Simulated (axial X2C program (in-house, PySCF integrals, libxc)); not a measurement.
# All-electron X2C curves of MnC, part 2 of 2

Computed with an in-house X2C program for linear molecules on PySCF integrals; all-electron X2C, Mn dyall-cv3z, C dyall-v3z. Earlier steps stand in the parts before.

### 9 PBE0, 2c

State followed: Ω = 3/2 (excess of +ω over −ω: ω = 1/2, ω = -3/2, ω = 5/2). The scan is laid around 1.753 Å, a first estimate of the minimum, and this SCF restarts from the orbitals of the search.

The SCF at the reference distance of 1.753 Å:

```text
two-component X2C + atomic mean field  PBE0
basis functions 150  fitting functions 854  grid points 5076
iter        total energy     max residual
   1      -1195.028456573     1.28e+00
   2      -1195.996504081     3.43e-02
   3      -1195.934035466     1.01e-01
   4      -1196.002693612     1.78e-02
   5      -1196.005311188     4.52e-03
   6      -1196.005512883     7.11e-04
   7      -1196.005526595     3.89e-04
   8      -1196.005532799     1.32e-04
   9      -1196.005533360     3.90e-05
  10      -1196.005533424     1.57e-05
  11      -1196.005533431     2.96e-06
  12      -1196.005533431     5.27e-07
converged
one-electron -1736.16178414  Coulomb 552.86204138  exact exchange -14.11218667  xc functional -43.57080472  nuclear repulsion 45.28042307  atomic mean-field constant -0.30322236
```

Along the bond, energies from the lowest point:

| R (Å) | E (eV) | μ (D) | HOMO (eV) | LUMO (eV) | iterations |
| --- | --- | --- | --- | --- | --- |
| 1.525 | 0.3375 | -2.55 | -5.50 | -2.28 | 16 |
| 1.595 | 0.1498 | -2.71 | -5.57 | -2.29 | 14 |
| 1.648 | 0.0639 | -2.78 | -5.62 | -2.29 | 13 |
| 1.700 | 0.0157 | -2.84 | -5.67 | -2.28 | 13 |
| 1.753 | 0.0000 | -2.89 | -5.72 | -2.28 | 12 |
| 1.814 | 0.0174 | -2.96 | -5.78 | -2.28 | 12 |
| 1.876 | 0.0673 | -3.05 | -5.85 | -2.29 | 12 |
| 1.955 | 0.1698 | -3.18 | -5.95 | -2.31 | 12 |
| 2.051 | 0.3391 | -3.39 | -6.07 | -2.35 | 11 |
| 2.191 | 0.6391 | -3.75 | -6.20 | -2.44 | 11 |

Dipoles are positive if C is the positive end.

Outer spinors at the reference distance:

| ω | occupied | ε (eV) | atomic character | λ mixture |
| --- | --- | --- | --- | --- |
| -1/2 | yes | -16.18 | 66% C s, 12% Mn p, 11% Mn d | 100% σ |
| 1/2 | yes | -13.68 | 52% C s, 27% Mn d, 10% Mn s | 100% σ |
| -3/2 | yes | -9.83 | 100% Mn d | 100% δ |
| 5/2 | yes | -9.74 | 100% Mn d | 100% δ |
| -1/2 | yes | -9.67 | 94% Mn d, 4% C p | 100% π |
| 3/2 | yes | -9.63 | 94% Mn d, 5% C p | 100% π |
| 1/2 | yes | -8.88 | 67% Mn d, 14% C s, 11% Mn s | 100% σ |
| -1/2 | yes | -7.21 | 72% C p, 16% Mn d, 6% C s | 100% σ |
| 1/2 | yes | -7.10 | 70% C p, 24% Mn d, 6% Mn p | 100% π |
| -3/2 | yes | -7.09 | 70% C p, 24% Mn d, 5% Mn p | 100% π |
| 1/2 | yes | -5.72 | 48% Mn s, 24% C p, 22% Mn p | 100% σ |
| -1/2 | no | -2.28 | 63% Mn s, 23% Mn d, 6% C p | 100% σ |
| -1/2 | no | -2.09 | 56% Mn p, 42% C p, 2% Mn d | 100% π |
| 3/2 | no | -2.07 | 55% Mn p, 42% C p, 2% Mn d | 100% π |
| 1/2 | no | -1.35 | 53% C p, 24% Mn p, 14% Mn s | 100% σ |

PBE0 fields in the half plane through the axis: z from -2.4 to 3.9 Å across, distance from the axis 0.15 to 2.25 Å upwards; Mn lies at z = 0 and C at z = 1.753 Å; the ELF is damped to zero where the density is low.

log10 density (e/bohr³). Ten even steps from ' ' (-4.62 ) to '@' (1.39 ):
```
  ......::::::::::::::::::::::::......      
....::::::::--------------::::::::::......  
..::::::--------------------------::::::....
::::::------====================------::::..
::::----======++++++++++++++++++====----::..
::------====++******++++++++++++++====--::::
::----====++**##%%##************++++==----::
::----====++##%%@@%%##****##%%****++==----::
```

ELF. Ten even steps from '0' (0.00 ) to '9' (0.96 ):
```
0012333321100000000000
0135554432111111110000
1467654332223344331000
3677653222245666654200
6887532221257788876420
7886422443258889998631
7875324787348648999741
8875226676548092999852
```

Re = 1.754 Å, ωe = 531 cm⁻¹, Be = 0.5561 cm⁻¹, De = 3.20 eV, μ = -2.89 D.

### 10 HF, 2c

The SCF at the reference distance of 1.753 Å:

```text
two-component X2C + atomic mean field  HF
basis functions 150  fitting functions 854  grid points 5076
iter        total energy     max residual
   1      -1194.771288708     1.16e-01
   2      -1194.831711352     2.71e-02
   3      -1194.851738724     1.50e-02
   4      -1194.857595356     1.13e-02
   5      -1194.862981053     4.06e-03
   6      -1194.863657910     2.77e-03
   7      -1194.864123982     9.04e-04
   8      -1194.864145100     3.75e-04
   9      -1194.864151047     8.45e-05
  10      -1194.864151447     4.11e-05
  11      -1194.864151487     7.69e-06
  12      -1194.864151490     5.28e-06
  13      -1194.864151491     3.99e-06
  14      -1194.864151491     2.65e-06
converged
one-electron -1735.48936284  Coulomb 552.40328001  exact exchange -56.75526936  xc functional 0.00000000  nuclear repulsion 45.28042307  atomic mean-field constant -0.30322236
```

No constants are quoted: too few points lie around the minimum for a second fit to confirm the first.

### 11 TPSS, 2c

Output at 1.753 Å:

```text
two-component X2C + atomic mean field  TPSS
basis functions 150  fitting functions 854  grid points 5076
iter        total energy     max residual
   1      -1196.323714762     1.89e-02
   2      -1196.332931662     7.78e-03
   3      -1196.317695507     4.17e-02
   4      -1196.334445593     2.93e-03
   5      -1196.334279930     7.59e-03
   6      -1196.334775035     1.36e-03
   7      -1196.334804612     1.70e-04
   8      -1196.334805797     9.25e-05
   9      -1196.334805931     6.51e-05
  10      -1196.334805969     8.78e-06
  11      -1196.334805972     2.75e-06
  12      -1196.334805972     1.88e-06
converged
one-electron -1736.39135488  Coulomb 553.02339793  exact exchange 0.00000000  xc functional -57.94404972  nuclear repulsion 45.28042307  atomic mean-field constant -0.30322236
```

Re = 1.610 Å, ωe = 767 cm⁻¹, Be = 0.66 cm⁻¹, De = 4.40 eV, μ = -2.86 D.

### 12 Correlated methods, 2c

Correlated methods: 11 electrons correlated (frozen shells, counted by type: Mn 3 s, 2 p; C 1 s), 234 virtual spinors in MP2, 90 natural virtuals in coupled cluster.

Output of the correlated part at 1.753 Å:

```text
correlated 11  virtual 234  natural virtual 90  E(MP2) -0.220678783  MP2 remainder -0.010330927
iter   CCSD correlation   residual
   1     -0.224074980   1.11e-01
   2     -0.232430792   6.66e-02
   3     -0.238716278   4.56e-02
   4     -0.242600430   2.84e-02
   5     -0.244058766   1.34e-02
   6     -0.244342109   6.50e-03
   7     -0.244457802   3.44e-03
   8     -0.244479881   1.73e-03
   9     -0.244491534   8.78e-04
  10     -0.244504005   3.95e-04
  11     -0.244503293   1.80e-04
  12     -0.244505429   7.93e-05
  13     -0.244505913   4.31e-05
  14     -0.244507595   2.41e-05
  15     -0.244508592   1.30e-05
  16     -0.244509296   7.23e-06
  17     -0.244509510   3.55e-06
  18     -0.244509640   2.11e-06
  19     -0.244509736   1.27e-06
  20     -0.244509773   7.13e-07
  21     -0.244509787   4.07e-07
(T) -0.010668906  T1 0.0750  D1 0.1374  max T2 0.055
```

MP2: No constants are quoted: the reference is strongly spin-contaminated.

CCSD: No constants are quoted: too few points lie around the minimum for a second fit to confirm the first.

CCSD(T): No constants are quoted: too few points lie around the minimum for a second fit to confirm the first.

### 13 A higher determinant, 2c

State: Ω = 1/2 (excess of +ω over −ω: ω = -1/2, ω = -3/2, ω = 5/2).

Output at the reference distance:

```text
two-component X2C + atomic mean field  PBE0
basis functions 150  fitting functions 854  grid points 5076
iter        total energy     max residual
   1      -1195.018826760     1.21e+00
   2      -1195.922345945     3.88e-02
   3      -1195.827565677     1.29e-01
   4      -1195.928233565     2.30e-02
   5      -1195.932767131     5.03e-03
   6      -1195.932997890     5.61e-04
   7      -1195.933006582     5.90e-04
   8      -1195.933014424     1.79e-04
   9      -1195.933016844     6.79e-05
  10      -1195.933019875     1.08e-04
  11      -1195.933018063     8.17e-05
  12      -1195.933015821     1.39e-05
  13      -1195.933015841     1.10e-05
  14      -1195.933015864     9.57e-06
  15      -1195.933015887     7.88e-06
  16      -1195.933015912     5.46e-06
  17      -1195.933015935     2.00e-06
  18      -1195.933015936     3.44e-07
converged
one-electron -1736.67264406  Coulomb 553.42504719  exact exchange -14.10030769  xc functional -43.56231209  nuclear repulsion 45.28042307  atomic mean-field constant -0.30322236
```

| R (Å) | E above the lowest PBE0 point (eV) |
| --- | --- |
| 1.525 | 1.960 |
| 1.595 | 1.840 |
| 1.648 | 1.831 |
| 1.700 | 1.879 |
| 1.753 | 1.973 |
| 1.814 | 2.131 |
| 1.876 | 2.329 |
| 1.955 | 2.628 |
| 2.051 | 3.036 |

Re = 1.628 Å, ωe = 772 cm⁻¹, Be = 0.6455 cm⁻¹, μ = -5.05 D. Te = 1.83 eV.

### 14 The 2c curves together

Energy (eV) of the followed determinant, 2c, from each level's lowest point:

| R (Å) | PBE0 | HF | MP2 (spin-contaminated) | CCSD | CCSD(T) | TPSS |
| --- | --- | --- | --- | --- | --- | --- |
| 1.525 | 0.337 | 2.978 | 1.389 | n/a | n/a | 0.095 |
| 1.595 | 0.150 | 2.066 | 0.942 | 0.472 | 0.309 | 0.000 |
| 1.648 | 0.064 | 1.522 | 0.663 | 0.319 | 0.200 | 0.011 |
| 1.700 | 0.016 | 1.085 | 0.437 | 0.199 | 0.120 | 0.066 |
| 1.753 | 0.000 | 0.740 | 0.263 | 0.107 | 0.059 | 0.152 |
| 1.814 | 0.017 | 0.439 | 0.121 | 0.035 | 0.014 | 0.276 |
| 1.876 | 0.067 | 0.230 | 0.037 | 0.000 | 0.000 | 0.419 |
| 1.955 | 0.170 | 0.070 | 0.000 | 0.008 | 0.027 | 0.621 |
| 2.051 | 0.339 | 0.000 | 0.040 | n/a | n/a | 0.883 |
| 2.191 | 0.639 | 0.069 | 0.211 | n/a | n/a | 1.275 |

The whole job took 3.5 min on 1 thread of Arm Neoverse N1, shared host.

### 15 Results

This closing draws on all 2 parts.

Lowest determinant that the search found at its distance, spin-free: M_S = 3/2, Λ = 0 (beyond closed shells: σα, δ+α, δ-α).

Lowest determinant that the search found at its distance, 2c: Ω = 3/2 (excess of +ω over −ω: ω = 1/2, ω = -3/2, ω = 5/2).

| Hamiltonian | level | Re (Å) | ωe (cm⁻¹) | De (eV) | μ (D) |
| --- | --- | --- | --- | --- | --- |
| spin-free | PBE0 | 1.754 | 532 | 3.20 | -2.89 |
| spin-free | TPSS | 1.611 | 767 | 4.40 | -2.86 |
| 2c | PBE0 | 1.754 | 531 | 3.20 | -2.89 |
| 2c | TPSS | 1.610 | 767 | 4.40 | -2.86 |

Dipoles are positive if C is the positive end. No constants: spin-free HF (too few points lie around the minimum for a second fit to confirm the first); spin-free MP2 (the reference is strongly spin-contaminated); spin-free CCSD (too few points lie around the minimum for a second fit to confirm the first); spin-free CCSD(T) (too few points lie around the minimum for a second fit to confirm the first); 2c HF (too few points lie around the minimum for a second fit to confirm the first); 2c MP2 (the reference is strongly spin-contaminated); 2c CCSD (too few points lie around the minimum for a second fit to confirm the first); 2c CCSD(T) (too few points lie around the minimum for a second fit to confirm the first). Spin-free ⟨S²⟩ is off its pure value at PBE0 5.35, TPSS 4.19.

Time per point (s) on 1 thread of Arm Neoverse N1, shared host (2c runs); the times are rough: PBE0 0.63, TPSS 1.1.

What this shows: At PBE0, going from spin-free to two-component changes Re by 0 mÅ, ωe by -0.1 %; the spin-free picture holds up (part of it comes from the scalar share of the two-electron terms). De moves by 0.00 eV; both De rest on single-determinant atoms, which can miss part of an open shell's spin–orbit lowering.

De refers to Mn + C, each in the lowest determinant found, which need not be this curve's own limit. The state is a single determinant with fixed occupations, the lowest that a limited PBE0 search found. Dissociation energies refer to the lowest single-determinant-based atoms at the same level and basis. Density functionals use the spin component along the axis (collinear). The meta-GGAs lack a current-density term, which matters for open shells with orbital currents, atoms included. With several unpaired electrons one determinant need not be a pure state. The spin-free determinant is spin-contaminated at some levels.
